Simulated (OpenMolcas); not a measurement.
# Fe⁴⁺ among point charges: CASSCF and CASPT2 levels and susceptibility

Aim: the splitting of the states of Fe⁴⁺ in the field of 2 point charges, its lowest levels with spin-orbit coupling and its magnetic susceptibility.

The numbers are computed with OpenMolcas 26.06 (state-averaged CASSCF and CASPT2, spin-orbit coupling by RASSI with atomic mean-field integrals), except any that are marked as measured or tabulated.

### 1 The system

- Species: Fe⁴⁺ (iron, Z = 26, 22 electrons)
- Basis: ANO-RCC-VDZP [5s4p2d1f], 34 functions
- Scalar Hamiltonian: DKH2, point nucleus
- Inactive shells: 1s 2s 2p 3s 3p
- Active space: 4 electrons in 5 orbitals (3d)
- Some configurations of this space: 3d⁴
- Orbitals: optimised for each spin and parity, averaged over all roots

Outer shells as boxes (Hund's rule):

3d4
```
3d [↑ ][↑ ][↑ ][↑ ][  ]
```

The ion sits among 2 point charges of -1 e arranged as a linear pair (D∞h), 1.86 Å from the ion.

The work runs as a chain of OpenMolcas steps in one folder; each step below is one input file. Labels, J, g values, rates, χT and fits are worked out afterwards by a script from the matrices that RASSI stores. The input lists half of the charges; inversion (Group=XYZ) makes the rest.

### 2 Basis and integrals

a.inp reads:

```
&GATEWAY
Coord
1

Fe 0.0 0.0 0.0
Basis=ANO-RCC-VDZP
Group=XYZ
NoMove
AngMom=0.0 0.0 0.0
AMFI
XField
1 Angstrom 0
0.000000 0.000000 1.860000 -1.000000
&SEWARD
```

On the command line:

```bash
OMP_NUM_THREADS=1 MOLCAS_MEM=1689 MOLCAS_PROJECT=a pymolcas a.inp > a.log
```

### 3 Reference wave functions, quintets of even parity, 5 roots

a.inp reads:

```
&RASSCF
FileOrb=start.orb
Symmetry=1
Spin=5
nActEl=4 0 0
Inactive=3 6
Ras2=5 0
CIRoot=5 5 1
SDav=5
CIMx=300
Iter=120 100
PrWF=0.3
OrbListing=Nothing
MaxOrb=0
>>> COPY $Project.JobIph JOB001
```

start.orb holds the contracted functions of the basis, ordered by shell, or the orbitals of the step before.

### 4 CASSCF: triplets of even parity, 45 roots

a.inp reads:

```
&RASSCF
FileOrb=start.orb
Symmetry=1
Spin=3
nActEl=4 0 0
Inactive=3 6
Ras2=5 0
CIRoot=45 45 1
SDav=45
CIMx=300
Iter=120 100
PrWF=0.3
OrbListing=Nothing
MaxOrb=0
>>> COPY $Project.JobIph JOB002
```

### 5 Reference wave functions, singlets of even parity, 50 roots

a.inp reads:

```
&RASSCF
FileOrb=start.orb
Symmetry=1
Spin=1
nActEl=4 0 0
Inactive=3 6
Ras2=5 0
CIRoot=50 50 1
SDav=50
CIMx=300
Iter=120 100
PrWF=0.3
OrbListing=Nothing
MaxOrb=0
>>> COPY $Project.JobIph JOB003
```

### 6 RASSI: spin-orbit coupling between the states

a.inp reads:

```
&RASSI
NrOfJobIphs=3 5 45 50
1 2 3 4 5
1 2 3 4 5 6 7 8 9 10 11 12 13 14 15 16 17 18 19 20 21 22 23 24 25 26 27
28 29 30 31 32 33 34 35 36 37 38 39 40 41 42 43 44 45
1 2 3 4 5 6 7 8 9 10 11 12 13 14 15 16 17 18 19 20 21 22 23 24 25 26 27
28 29 30 31 32 33 34 35 36 37 38 39 40 41 42 43 44 45 46 47 48 49 50
IphNames
JOB001
JOB002
JOB003
EJob
SpinOrbit
DIPRint=1.0
SOCoupling=1000.0
Subsets=2
Property=9
'ANGMOM' 1 'ANGMOM' 2 'ANGMOM' 3 'MLTPL  1' 1 'MLTPL  1' 2 'MLTPL  1' 3
'AMFI' 1 'AMFI' 2 'AMFI' 3
SOProperty=3
'ANGMOM' 1 'ANGMOM' 2 'ANGMOM' 3
```

### 7 CASPT2: IPEA 0.25, imaginary shift 0.1 (closed shells correlated: 3s 3p)

a.inp reads:

```
>>> COPY JOB001 $Project.JobIph
&CASPT2
Multistate=5 1 2 3 4 5
NoMult
Frozen=2 3
IPEA=0.25
Imaginary=0.1
MaxIter=60
WThr=0.0 0.3 0.05
PrWF=0.5
NoMix
>>> COPY JOB002 $Project.JobIph
&CASPT2
Multistate=45 1 2 3 4 5 6 7 8 9 10 11 12 13 14 15 16 17 18 19 20 21 22
23 24 25 26 27 28 29 30 31 32 33 34 35 36 37 38 39 40 41 42 43 44 45
NoMult
Frozen=2 3
IPEA=0.25
Imaginary=0.1
MaxIter=60
WThr=0.0 0.3 0.05
PrWF=0.5
NoMix
>>> COPY JOB003 $Project.JobIph
&CASPT2
Multistate=50 1 2 3 4 5 6 7 8 9 10 11 12 13 14 15 16 17 18 19 20 21 22
23 24 25 26 27 28 29 30 31 32 33 34 35 36 37 38 39 40 41 42 43 44 45 46
47 48 49 50
NoMult
Frozen=2 3
IPEA=0.25
Imaginary=0.1
MaxIter=60
WThr=0.0 0.3 0.05
PrWF=0.5
NoMix
```

(Steps that only read results are left out.)

Q: Predict the outcome of this session. Wanted: spin-free ground state; first state of the same spin within the active space; lowest level; next level.

**Answer**, as computed:

```
                                            quantity                                                                        value
                                              method  SS-CASPT2, IPEA 0.25, imaginary shift 0.1 (closed shells correlated: 3s 3p)
                              spin-free ground state                                           5Sigma, 1-fold in its orbital part
first state of the same spin within the active space                                                             5Pi at 2160 cm⁻¹
                                        lowest level                                                                       1-fold
                                          next level                                                                    30.7 cm⁻¹
                                         χT at 300 K                                                               2.37 cm³ K/mol
                           effective moment at 300 K                                                                      4.35 μB
```

Cost by method:

| method | time of its own steps | time with the reference |
| --- | --- | --- |
| A. CASSCF | 23 s | 23 s |
| B. SS-CASPT2, IPEA 0.25, imaginary shift 0.1, +3s 3p | 6.6 s | 30 s |

Times are of one thread on a shared host.

In words: The spin-free ground state (5Sigma) comes to 100 % from free-ion D terms and keeps the highest spin of the shell. χT at 300 K is 2.37, against 3.01 cm³ K/mol for the spin alone, so spin-orbit coupling lowers it. An active space of the d shell alone favours high spin; real ions in strong fields can be low spin. CASPT2 does not keep the components of a term degenerate, and the means are used. The field of point charges can differ much from that of real complexes. With metal d orbitals alone active, the gaps between spin states are rough; where two lie within a few thousand cm-1, their order is open. Point charges carry no covalency, so the field is a model and not that of real ligands.
